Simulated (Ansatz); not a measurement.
# HfSc: the cost of one run

Method: DFT LDA, with the methods named in each step, in Ansatz 0.2.0.

## Step 1: The structure to begin with

Symmetry: P-6m2, No. 187, hexagonal system. Conventional cell: a = 3.240 Å, b = 3.240 Å, c = 5.104 Å, α = 90.00°, β = 90.00°, γ = 120.00°. Around Hf (site symmetry -6m2) lie 6 Sc at 3.16 Å and 6 Hf at 3.24 Å. Sc (site symmetry -6m2) is surrounded by 6 Hf at 3.16 Å and 6 Sc at 3.24 Å.

Structure file:

```
CELL_PARAMETERS angstrom
3.24012 0.00000 0.00000
-1.62006 2.80603 0.00000
0.00000 0.00000 5.10413
ATOMIC_POSITIONS crystal
Hf 0.66667 0.33333 0.50000
Sc 0.33333 0.66667 0.00000
```

Atoms are numbered in the order of the input: Hf1, Sc2.

## Step 2: Free moments, LAPW

Input file input.yaml:

```yaml
crystal:
  lattice:
    - [3.2401204, 0.0, 0.0]
    - [-1.6200602, 2.8060265777, 0.0]
    - [0.0, 0.0, 5.10412931]
  atoms:
    - { symbol: Hf, position: [0.6666666667, 0.3333333333, 0.5], spin: 0.6 }
    - { symbol: Sc, position: [0.3333333333, 0.6666666667, 0.0], spin: 1.0 }
magnetization:
  spin_polarized: true
kpoints:
  mp_grid: { grid: [10, 10, 6] }
scf:
  occupations: { method: fermi_dirac, width: 0.03 }
  lower_state_search: "off"
hamiltonian:
  xc: lda
  pseudopotentials: { kind: all_electron, lapw: { basis_error: 0.001 } }
output:
  forces: true
  stress: true
  eigenvalues: false
  populations: true
  dos: { projected: true, de: 0.1, e_range: [-8, 5] }
```

On the command line:

```bash
> ansatz run input.yaml --threads 1 --pin off --max-ram 3072MiB --backend cpu --events-out ev --progress --plain --runs-dir out
```

**Question.** How long does this run take on 1 thread of Intel Xeon at 2.80GHz (Skylake/Cascade Lake), shared host, and how much memory does it need?

About 64 s, with a peak of 0.51 GiB.
